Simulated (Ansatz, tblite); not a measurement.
# The cluster B₉As₉: a ladder of methods and basis sets

How do method and basis change the picture of the cluster B₉As₉ (singlet)?

Computed with Ansatz 0.2.0, Gaussian basis. Level: as each input shows.

The runs, in order: GFN1-xTB, GFN2-xTB, PBE-D4/def2-TZVP, r2SCAN-D4/def2-TZVP, HF/def2-TZVP, r2SCAN0-D4/def2-TZVP, BHLYP-D4/def2-TZVP, PBE-D4/def2-SVP, PBE0-D4/def2-SVP, HF/STO-3G, MP2/def2-SVP, RPA/def2-SVP.

**1. The geometry**

The geometry is that of the singlet, from an earlier relaxation (PBE-D4/def2-SVP).

18 atoms, charge 0, spin multiplicity 1.

Bond lengths: As1–As8 2.538 Å, As1–B11 1.999 Å, As1–B12 2.142 Å, As2–B10 1.920 Å, As2–B14 1.990 Å, As3–As9 2.649 Å, As3–B13 2.173 Å, As3–B14 2.121 Å, As3–B15 2.110 Å, As4–B10 2.008 Å, As4–B11 2.080 Å, As4–B13 2.086 Å, As5–As8 2.486 Å, As5–B18 1.865 Å, As6–B11 2.023 Å, As6–B12 2.191 Å, As6–B18 1.974 Å, As7–B16 1.892 Å and more. Angles: As8–As1–B11 100.1°, As8–As1–B12 59.0°, B11–As1–B12 54.4°, B10–As2–B14 53.9°, As9–As3–B13 52.8°, As9–As3–B14 55.9°, As9–As3–B15 48.4°, B13–As3–B14 46.7°, B13–As3–B15 47.2°, B14–As3–B15 86.6°, B10–As4–B11 109.8°, B10–As4–B13 53.3°, B11–As4–B13 88.4°, As8–As5–B18 64.3°, B11–As6–B12 53.3°, B11–As6–B18 94.0°, B12–As6–B18 69.0°, B16–As7–B17 51.2° and more.

PBE0-D4/def2-TZVP was run before; its log isn't repeated, and its numbers join the tables.

**2. GFN1-xTB**

Tight binding, by tblite at 300 K electronic temperature and without a spin-polarisation term:

```python
tblite.interface.Calculator('GFN1-xTB', numbers, positions, charge=0, uhf=0).singlepoint()
```

Energy -923.5500 eV, HOMO -8.62 eV, LUMO -7.31 eV; 0.12 s.

**3. GFN2-xTB**

Tight binding, by tblite at 300 K electronic temperature and without a spin-polarisation term:

```python
tblite.interface.Calculator('GFN2-xTB', numbers, positions, charge=0, uhf=0).singlepoint()
```

Energy -874.4647 eV, HOMO -7.16 eV, LUMO -5.79 eV; 0.11 s.

**4. PBE-D4/def2-TZVP**

start.molden holds the orbitals of an earlier run on this state, given as this run's starting guess.

Input file in.yaml:

```yaml
crystal:
  periodic: [false, false, false]
  atoms:
    - {symbol: As, position_ang: [-2.121254, 1.730602, -0.867486]}
    - {symbol: As, position_ang: [-0.598394, -4.779881, 0.899065]}
    - {symbol: As, position_ang: [1.565657, -2.705305, -1.741728]}
    - {symbol: As, position_ang: [-2.120632, -1.496566, -0.474034]}
    - {symbol: As, position_ang: [-0.428134, 4.244590, 2.357132]}
    - {symbol: As, position_ang: [-0.256669, 0.447330, 1.906519]}
    - {symbol: As, position_ang: [2.492303, 2.248450, -1.873298]}
    - {symbol: As, position_ang: [-0.629778, 3.609340, -0.038101]}
    - {symbol: As, position_ang: [1.703022, -1.619544, 0.670974]}
    - {symbol: B, position_ang: [-1.152929, -3.000242, 0.439175]}
    - {symbol: B, position_ang: [-1.660767, 0.305785, 0.456607]}
    - {symbol: B, position_ang: [-0.163483, 1.326890, -0.098477]}
    - {symbol: B, position_ang: [-0.076521, -1.902286, -0.566275]}
    - {symbol: B, position_ang: [0.498877, -3.420781, -0.053820]}
    - {symbol: B, position_ang: [1.111655, -0.764251, -1.050241]}
    - {symbol: B, position_ang: [0.956856, 2.488856, -0.794065]}
    - {symbol: B, position_ang: [1.229011, 0.870173, -1.166219]}
    - {symbol: B, position_ang: [-0.348791, 2.416849, 1.994281]}
basis:
  gaussian: {orbitals: def2-TZVP, fitting: {mean_field: def2-universal-jkfit}, initial_orbitals: start.molden}
hamiltonian: {xc: pbe, dispersion: d4}
scf: {omitted_lower_state_checks: [starts]}
output: {orbitals: {seedname: orbitals}}
```

Command:

```
$ ansatz run in.yaml --threads 2 --pin off --events-out ev --progress --plain --max-ram 32768MiB --backend cuda --devices 0, --max-vram 18GiB
```

Further steps of the session: r2SCAN-D4/def2-TZVP; HF/def2-TZVP; r2SCAN0-D4/def2-TZVP; BHLYP-D4/def2-TZVP; PBE-D4/def2-SVP; PBE0-D4/def2-SVP; HF/STO-3G; MP2/def2-SVP; RPA/def2-SVP.

Before running them: what should the planned runs give, taken together? Wanted: gap in def2-TZVP, named functionals and Hartree-Fock, smallest and largest; correlation energy, MP2/def2-SVP; binding an atom, functionals in def2-TZVP; PBE0 total energy, smallest basis above largest.

The runs gave:

| quantity | value |
| --- | --- |
| gap in def2-TZVP, named functionals and Hartree-Fock, smallest and largest | 1.37 eV (PBE-D4), 6.87 eV (HF) |
| correlation energy, MP2/def2-SVP | -81.21 eV |
| binding an atom, functionals in def2-TZVP | 3.60 (BHLYP-D4) to 4.18 eV (PBE-D4) |
| PBE0 total energy, smallest basis above largest | 73.41 eV (def2-SVP, def2-TZVP) |

Over the named functionals and Hartree-Fock in def2-TZVP the gap runs from 1.37 eV (PBE-D4) to 6.87 eV (HF); exact exchange widens it.
